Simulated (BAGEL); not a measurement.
# B3LYP/6-31G(d) (density fitting with qzvpp-jkfit, spherical functions) run of B2SiH3OF (SMILES FB1BO[SiH2]1)

What is the energy change on altering one bond length of B2SiH3OF at B3LYP/6-31G* (density fitting with qzvpp-jkfit, spherical functions)? 

Program for the calculation: BAGEL 1.2.2.

2 further runs of the same task are left out: 2 set aside as unsound or not needed.

### Step 1. The molecule

The species is B2SiH3OF (8 atoms), meant as a singlet with charge 0. SMILES: `FB1BO[SiH2]1`. The shape is that of a PBE0-D4/def2-TZVP optimisation.

Bond lengths: F1–B2 1.306 Å, B2–B3 1.746 Å, B3–O4 1.365 Å, B2–Si5 2.041 Å, O4–Si5 1.721 Å, B3–H6 1.197 Å, Si5–H7 1.489 Å, Si5–H8 1.489 Å. Some angles: F1–B2–B3 139.6°, F1–B2–Si5 140.7°, B3–B2–Si5 79.7°, B2–B3–O4 98.8°, B3–O4–Si5 103.7°, B2–Si5–O4 77.8°, B2–B3–H6 140.6°, O4–B3–H6 120.6°, B2–Si5–H7 123.0°, B2–Si5–H8 123.0°.

### Step 2. The energy at B3LYP/6-31G(d) (density fitting with qzvpp-jkfit, spherical functions)

Input file dft.json:

```json
{ "bagel": [

{
  "title": "molecule",
  "basis": "6-31gs.json",
  "df_basis": "qzvpp-jkfit",
  "angstrom": true,
  "geometry": [
    { "atom": "F", "xyz": [      -0.634600,      -0.912100,       2.235600 ] },
    { "atom": "B", "xyz": [      -0.229200,      -0.367200,       1.119900 ] },
    { "atom": "B", "xyz": [       0.848600,       0.890900,       0.568500 ] },
    { "atom": "O", "xyz": [       0.644400,       0.766700,      -0.775900 ] },
    { "atom": "Si", "xyz": [      -0.499600,      -0.513000,      -0.897400 ] },
    { "atom": "H", "xyz": [       1.607300,       1.712300,       0.996800 ] },
    { "atom": "H", "xyz": [      -1.722100,      -0.018900,      -1.588700 ] },
    { "atom": "H", "xyz": [       0.077300,      -1.615700,      -1.714600 ] }
  ]
},

{
  "title": "ks",
  "xc_func": "b3lyp"
},

{
  "title": "print",
  "file": "orbitals.molden",
  "orbitals": true
}

]}
```

The basis set 6-31G* is read from a file made from the Basis Set Exchange's data (not shown).

Run with:

```
$ BAGEL_NUM_THREADS=1 BAGEL dft.json > dft.out
```

The log of the run:

```text
* using 1 threads per process

  ===============================================================
  ===============================================================

  *** Geometry ***

  { "atom" : "F", "xyz" : [     -1.199220,     -1.723619,      4.224672 ] },
  { "atom" : "B", "xyz" : [     -0.433125,     -0.693907,      2.116304 ] },
  { "atom" : "B", "xyz" : [      1.603622,      1.683557,      1.074309 ] },
  { "atom" : "O", "xyz" : [      1.217740,      1.448853,     -1.466239 ] },
  { "atom" : "Si", "xyz" : [     -0.944107,     -0.969430,     -1.695840 ] },
  { "atom" : "H", "xyz" : [      3.037357,      3.235778,      1.883679 ] },
  { "atom" : "H", "xyz" : [     -3.254297,     -0.035716,     -3.002208 ] },
  { "atom" : "H", "xyz" : [      0.146076,     -3.053231,     -3.240124 ] },

  Number of auxiliary basis functions:      486

  Since a DF basis is specified, we compute 2- and 3-index integrals:
    o Being stored without compression. Storage requirement is 0.025 GB

  Number of basis functions:       80
  Number of electrons      :       44

    * METHOD: MOLECULE                             0.21

  *** Kohn-Sham DFT ***

    * Removing 15037 points whose weight is below 1.00e-10
    * Grid points: 104211

  === Nuclear Repulsion ===
   185.3810028628

       - DIIS with orbital gradients will be used.

  === KS iteration (b3lyp / 6-31gs.json) ===
      0       -489.63691634          0.13344754           0.30
      1       -480.33323097          0.15014502           0.29
      2       -491.81688305          0.15201850           0.29
      3       -511.45654339          0.08251995           0.29
      4       -513.26860501          0.05485674           0.29
      5       -515.66990528          0.03087051           0.29
      6       -516.07239646          0.01040342           0.29
      7       -516.12089636          0.00376510           0.29
      8       -516.12695044          0.00054146           0.30
      9       -516.12703865          0.00031787           0.29
     10       -516.12706616          0.00015054           0.29
     11       -516.12707764          0.00002121           0.29
     12       -516.12707779          0.00000825           0.29
     13       -516.12707782          0.00000240           0.29
     14       -516.12707782          0.00000038           0.29
     15       -516.12707782          0.00000034           0.29
     16       -516.12707782          0.00000012           0.29
     17       -516.12707782          0.00000004           0.29
     18       -516.12707782          0.00000001           0.29
     19       -516.12707782          0.00000001           0.29
    * SCF iteration converged.

    * Permanent dipole moment:
           (    0.297935,     0.344297,    -0.107646) a.u.

    * METHOD: KS                                   6.28

    * METHOD: PRINT                                0.01

  ===============================================================
```

Run time: 6.9 s. Hardware: 1 thread of Arm Neoverse V2, shared host; peak memory 0.41 GiB.

### Step 3. The distorted shape, same level

Input file input.json:

```json
{ "bagel": [

{
  "title": "molecule",
  "basis": "6-31gs.json",
  "df_basis": "qzvpp-jkfit",
  "angstrom": true,
  "geometry": [
    { "atom": "F", "xyz": [   -0.695415,   -0.993842,    2.402970 ] },
    { "atom": "B", "xyz": [   -0.229200,   -0.367200,    1.119900 ] },
    { "atom": "B", "xyz": [    0.848600,    0.890900,    0.568500 ] },
    { "atom": "O", "xyz": [    0.644400,    0.766700,   -0.775900 ] },
    { "atom": "Si", "xyz": [   -0.499600,   -0.513000,   -0.897400 ] },
    { "atom": "H", "xyz": [    1.607300,    1.712300,    0.996800 ] },
    { "atom": "H", "xyz": [   -1.722100,   -0.018900,   -1.588700 ] },
    { "atom": "H", "xyz": [    0.077300,   -1.615700,   -1.714600 ] }
  ]
},
{
  "title": "ks",
  "xc_func": "b3lyp"
},
{
  "title": "print",
  "file": "orbitals.molden",
  "orbitals": true
}

]}
```

The basis set 6-31G* is read from a file made from the Basis Set Exchange's data (not shown).

Run with:

```
$ BAGEL_NUM_THREADS=1 BAGEL input.json > input.out
```

The log of the run:

```text
* using 1 threads per process

  ===============================================================
  ===============================================================

  *** Geometry ***

  { "atom" : "F", "xyz" : [     -1.314144,     -1.878089,      4.540955 ] },
  { "atom" : "B", "xyz" : [     -0.433125,     -0.693907,      2.116304 ] },
  { "atom" : "B", "xyz" : [      1.603622,      1.683557,      1.074309 ] },
  { "atom" : "O", "xyz" : [      1.217740,      1.448853,     -1.466239 ] },
  { "atom" : "Si", "xyz" : [     -0.944107,     -0.969430,     -1.695840 ] },
  { "atom" : "H", "xyz" : [      3.037357,      3.235778,      1.883679 ] },
  { "atom" : "H", "xyz" : [     -3.254297,     -0.035716,     -3.002208 ] },
  { "atom" : "H", "xyz" : [      0.146076,     -3.053231,     -3.240124 ] },

  Number of auxiliary basis functions:      486

  Since a DF basis is specified, we compute 2- and 3-index integrals:
    o Being stored without compression. Storage requirement is 0.025 GB

  Number of basis functions:       80
  Number of electrons      :       44

    * METHOD: MOLECULE                             0.21

  *** Kohn-Sham DFT ***

    * Removing 14828 points whose weight is below 1.00e-10
    * Grid points: 104420

  === Nuclear Repulsion ===
   180.7112022534

       - DIIS with orbital gradients will be used.

  === KS iteration (b3lyp / 6-31gs.json) ===
      0       -489.64779275          0.13520498           0.31
      1       -483.36007573          0.14663889           0.29
      2       -483.58994567          0.20661423           0.30
      3       -508.61251658          0.09174083           0.30
      4       -513.47001783          0.06588202           0.30
      5       -514.42029925          0.04673025           0.30
      6       -515.80292887          0.02579738           0.30
      7       -516.04850344          0.01258634           0.30
      8       -516.10376508          0.00230507           0.30
      9       -516.10531176          0.00177493           0.30
     10       -516.10658226          0.00038710           0.29
     11       -516.10663531          0.00007901           0.30
     12       -516.10663847          0.00003160           0.29
     13       -516.10663890          0.00001974           0.30
     14       -516.10663907          0.00000332           0.30
     15       -516.10663907          0.00000180           0.30
     16       -516.10663908          0.00000062           0.30
     17       -516.10663908          0.00000022           0.31
     18       -516.10663908          0.00000009           0.30
     19       -516.10663908          0.00000001           0.29
     20       -516.10663908          0.00000001           0.29
    * SCF iteration converged.

    * Permanent dipole moment:
           (    0.189330,     0.189013,     0.309437) a.u.

    * METHOD: KS                                   6.72

    * METHOD: PRINT                                0.01

  ===============================================================
```

Wall time 7.2 s (1 thread of Arm Neoverse V2, shared host); peak memory 0.41 GiB.

### Step 4. What came out

Level: B3LYP/6-31G* (density fitting with qzvpp-jkfit, spherical functions).

```
                                                         quantity          value
                                        first shape: total energy  -516.12708 Eh
                                       first shape: dipole moment         1.19 D
                                         first shape: HOMO energy       -6.65 eV
                                         first shape: LUMO energy       -2.53 eV
                                       first shape: HOMO–LUMO gap        4.12 eV
                                    distorted shape: total energy  -516.10664 Eh
                                   distorted shape: dipole moment         1.04 D
                                     distorted shape: HOMO energy       -7.08 eV
                                     distorted shape: LUMO energy       -2.99 eV
                                   distorted shape: HOMO–LUMO gap        4.09 eV
energy change with the F1–B2 bond stretched from 1.306 to 1.502 Å       0.556 eV
```

What this shows: With the F1–B2 bond stretched from 1.306 to 1.502 Å the energy rises by 0.56 eV (53.7 kJ/mol). The first shape isn't relaxed at this level, so the change isn't measured from a minimum.
